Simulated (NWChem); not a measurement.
# One shape, several levels: InH3O (SMILES [H][In]([H])[OH])

Wanted: a comparison of 3 runs (HF/def2-SVP, PBE/3-21G, PBE0/def2-SVP) of InH3O. 

Program for the calculation: NWChem 7.3.0.

### Step 1. The molecule

The species is InH3O (5 atoms), meant as a singlet with charge 0. SMILES: `[H][In]([H])[OH]`. Geometry: a GFN2-xTB relaxation, a rough one for these elements and not checked as a minimum.

Bond lengths: In1–O4 1.926 Å, In1–H2 1.685 Å, In1–H3 1.704 Å, O4–H5 0.956 Å. Angles: In1–O4–H5 123.8°, H2–In1–O4 112.6°, H3–In1–O4 121.5°, H2–In1–H3 125.9°.

### Step 2. Energy and gradient at HF/def2-SVP (core potential) (run 1)

File geom.nw:

```
start geom
memory stack 880 mb heap 220 mb global 1100 mb
charge 0
geometry units bohr noautosym nocenter noautoz
  In   0.64282814   0.88008325  -0.19675828
  H    3.80384861   0.85345701  -0.58594738
  H   -1.24733263   3.48692265  -0.25586892
  O   -0.72302811  -2.44411508   0.37928693
  H   -2.47631601  -2.77634783   0.65928765
end
basis spherical bse
  In library def2-SVP
  H library def2-SVP
  O library def2-SVP
end
ecp bse
  In library def2-SVP
end
scf
  singlet
  rhf
  thresh 1e-08
  maxiter 80
  noprint "final vectors analysis"
end
task scf gradient
```

The run is started by

```sh
$ nwchem geom.nw > geom.out
```

Log:

```text
[...]
  functions       =    55
[...]
  wavefunction    = RHF
[...]
         Total SCF energy =   -265.731173758997
      One-electron energy =   -582.458728753313
      Two-electron energy =    245.515766100651
 Nuclear repulsion energy =     71.211788893665
        Time for solution =      3.9s
[...]
                         RHF ENERGY GRADIENTS
    atom               coordinates                        gradient
                 x          y          z           x          y          z
   1 In      0.642828   0.880083  -0.196758   -0.007799  -0.022269   0.003322
   2 H       3.803849   0.853457  -0.585947   -0.012219   0.000459   0.001654
   3 H      -1.247333   3.486923  -0.255869    0.006854  -0.005147  -0.000139
   4 O      -0.723028  -2.444115   0.379287    0.027771   0.029766  -0.007264
   5 H      -2.476316  -2.776348   0.659288   -0.014607  -0.002809   0.002427
[...]
```

Run time: 5.4 s. Hardware: 1 thread of AMD EPYC 9R45 (Zen 5), shared host; peak memory 0.1 GiB.

### Step 3. Energy and gradient at PBE/3-21G (run 2)

File mol.nw:

```
START mol
TITLE "H3InO PBE"
memory 2200 mb

GEOMETRY units angstrom noautosym nocenter noautoz
  In       0.340170       0.465720      -0.104120
  H        2.012910       0.451630      -0.310070
  H       -0.660060       1.845200      -0.135400
  O       -0.382610      -1.293370       0.200710
  H       -1.310410      -1.469180       0.348880
END

BASIS "ao basis" spherical bse
  In library 3-21G
  H library 3-21G
  O library 3-21G
END

DFT
  xc xpbe96 cpbe96
  grid xfine
  convergence energy 1e-08
  maxiter 100
  mulliken
END

TASK dft gradient
```

The run is started by

```sh
$ nwchem mol.nw > mol.out
```

Log:

```text
[...]
          Wavefunction type:  closed shell.
          No. of atoms     :     5
          No. of electrons :    60
[...]
          Charge           :     0
          Spin multiplicity:     1
[...]
          AO basis - number of functions:    46
[...]
              XC Information
              --------------
          PerdewBurkeErnzerhof Exchange Functional  1.000
            Perdew 1991 LDA Correlation Functional  1.000 local
           PerdewBurkeErnz. Correlation Functional  1.000 non-local
[...]
 d= 0,ls=0.0,diis     1  -5793.0645895191 -5.95D+03  6.36D-02  8.02D-01     0.6
[...]
 d= 0,ls=0.0,diis    11  -5793.1621464090 -1.98D-09  1.12D-07  3.21D-11     4.2
         Total DFT energy =    -5793.162146409049
      One electron energy =    -8311.533974796450
           Coulomb energy =     2527.698243557996
    Exchange-Corr. energy =     -165.302213755118
 Nuclear repulsion energy =      155.975798584523
[...]
  wavefunction    = closed shell
                         DFT ENERGY GRADIENTS
    atom               coordinates                        gradient
                 x          y          z           x          y          z
   1 In      0.642828   0.880083  -0.196758   -0.001604  -0.013067   0.001594
   2 H       3.803848   0.853457  -0.585947   -0.020791   0.002362   0.002472
   3 H      -1.247333   3.486922  -0.255869    0.012657  -0.013846   0.000083
   4 O      -0.723028  -2.444115   0.379287   -0.029125   0.017802   0.001845
   5 H      -2.476316  -2.776348   0.659288    0.038862   0.006749  -0.005993
[...]
```

Run time: 5.7 s. Hardware: 1 thread of AMD EPYC 9R45 (Zen 5), shared host; peak memory 0.13 GiB.

### Step 4. Energy and forces at PBE0/def2-SVP (core potential) (run 3)

File mymol.nw:

```
start mymol
title "H3InO"
memory total 2200 mb
geometry units angstrom noautosym nocenter noautoz
   In       0.340170       0.465720      -0.104120
   H        2.012910       0.451630      -0.310070
   H       -0.660060       1.845200      -0.135400
   O       -0.382610      -1.293370       0.200710
   H       -1.310410      -1.469180       0.348880
end
basis "ao basis" spherical bse
   * library def2-SVP
end
ecp bse
   In library def2-SVP
end
dft
   xc pbe0
   grid xfine
   convergence energy 1e-08
   iterations 100
   mulliken
   print medium
end
task dft gradient
```

The run is started by

```sh
$ nwchem mymol.nw > mymol.out
```

Log:

```text
[...]
          Wavefunction type:  closed shell.
          No. of atoms     :     5
          No. of electrons :    32
[...]
          Charge           :     0
          Spin multiplicity:     1
[...]
          AO basis - number of functions:    55
[...]
              XC Information
              --------------
                         PBE0 Method XC Functional
                     Hartree-Fock (Exact) Exchange  0.250
          PerdewBurkeErnzerhof Exchange Functional  0.750
            Perdew 1991 LDA Correlation Functional  1.000 local
           PerdewBurkeErnz. Correlation Functional  1.000 non-local
[...]
 d= 0,ls=0.0,diis     1   -266.9071438022 -3.38D+02  2.93D-02  6.30D-01     1.0
[...]
 d= 0,ls=0.0,diis     8   -266.9879456515 -2.18D-09  5.15D-07  9.56D-10     5.9
         Total DFT energy =     -266.987945651545
      One electron energy =     -582.455633179367
           Coulomb energy =      270.623273619778
    Exchange-Corr. energy =      -26.367380139225
 Nuclear repulsion energy =       71.211794047269
[...]
  wavefunction    = closed shell
                         DFT ENERGY GRADIENTS
    atom               coordinates                        gradient
                 x          y          z           x          y          z
   1 In      0.642828   0.880083  -0.196758   -0.006932  -0.026564   0.003742
   2 H       3.803848   0.853457  -0.585947   -0.009177   0.002048   0.001077
   3 H      -1.247333   3.486922  -0.255869    0.005876  -0.003637  -0.000208
   4 O      -0.723028  -2.444115   0.379287    0.004574   0.030877  -0.004266
   5 H      -2.476316  -2.776348   0.659288    0.005658  -0.002724  -0.000346
[...]
```

It took 8.1 s on 1 thread of AMD EPYC 9R45 (Zen 5), shared host; peak memory 0.14 GiB.

### Step 5. Overview of the runs

| run | level | core potential | iteration cap | energy (Eh) | dipole moment (D) | largest force (eV/Å) | wall time |
| --- | --- | --- | --- | --- | --- | --- | --- |
| 1 | HF/def2-SVP (core potential) | def2-SVP | 80 | -265.731174 | 1.75 | 2.126 | 5.4 s |
| 2 | PBE/3-21G | – | 100 | -5793.162146 | 1.61 | 2.052 | 5.7 s |
| 3 | PBE0/def2-SVP (core potential) | def2-SVP | 100 | -266.987946 | 1.44 | 1.620 | 8.1 s |

### Step 6. Results

```
                       quantity          value
            run 3: total energy  -266.98795 Eh
           run 3: dipole moment         1.44 D
             run 3: HOMO energy       -7.92 eV
             run 3: LUMO energy       -1.24 eV
           run 3: HOMO–LUMO gap        6.68 eV
run 3: largest force on an atom     1.620 eV/Å
```

The dipole moment (its size) runs from 1.44 D (PBE0/def2-SVP) to 1.75 D (HF/def2-SVP). Totals of different functionals can't be ranked against each other. Some runs of one species differ in core potentials or relativity; totals across that change don't compare. In run 2 relativity is left out where basis or elements ask for it. All runs together took 19 s, the longest 8.1 s.
